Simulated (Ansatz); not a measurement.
Here is an Ansatz 0.2.0 calculation.

input.yaml

```yaml
crystal:
  lattice:
    - [6.80067, -1.92163, -0.02621]
    - [6.80067, 1.92163, -0.02621]
    - [-1.72225, 0.0, 10.37288]
  atoms:
    - { symbol: Ta, position: [0.29832, 0.29832, 0.63042] }
    - { symbol: Ta, position: [0.35838, 0.35838, 0.00386] }
    - { symbol: Ta, position: [0.64153, 0.64153, 0.99841] }
    - { symbol: As, position: [0.7021, 0.7021, 0.36249] }
    - { symbol: Au, position: [0.60176, 0.60176, 0.63181] }
    - { symbol: Au, position: [0.39989, 0.39989, 0.36577] }
    - { symbol: O, position: [0.34257, 0.34257, 0.80557] }
    - { symbol: O, position: [0.41638, 0.41638, 0.55635] }
    - { symbol: O, position: [0.78159, 0.78159, 0.59389] }
    - { symbol: O, position: [0.65958, 0.65958, 0.20071] }
    - { symbol: O, position: [0.59095, 0.59095, 0.43486] }
    - { symbol: O, position: [0.21897, 0.21897, 0.41156] }
    - { symbol: O, position: [0.61546, 0.61546, 0.82214] }
    - { symbol: O, position: [0.144, 0.144, 0.64097] }
    - { symbol: O, position: [0.383, 0.383, 0.17947] }
    - { symbol: O, position: [0.84498, 0.84498, 0.35825] }
    - { symbol: O, position: [0.5005, 0.5005, 0.00258] }
    - { symbol: O, position: [0.81269, 0.81269, 0.99232] }
    - { symbol: O, position: [0.18737, 0.18737, 0.00856] }
hamiltonian:
  xc: pbe
  pseudopotentials: { kind: nc }
kpoints:
  mp_grid: { grid: [7, 7, 3] }
scf:
  occupations: { method: fermi_dirac, width: 0.05 }
output:
  forces: true
  stress: true
  eigenvalues: true
```

Potentials or basis: Ansatz NC.

Run with:

```sh
$ ansatz run input.yaml --threads 8 --pin off --max-ram 20480MiB --backend cpu --events-out ev --progress --plain --runs-dir out
```

(1) Predict the band gap on the k mesh.

(2) Predict the largest force.

(3) Estimate the pressure.

Answers

(1) none (metal or under the smearing width).

(2) 0.071 eV/Å.

(3) 0.2 GPa.
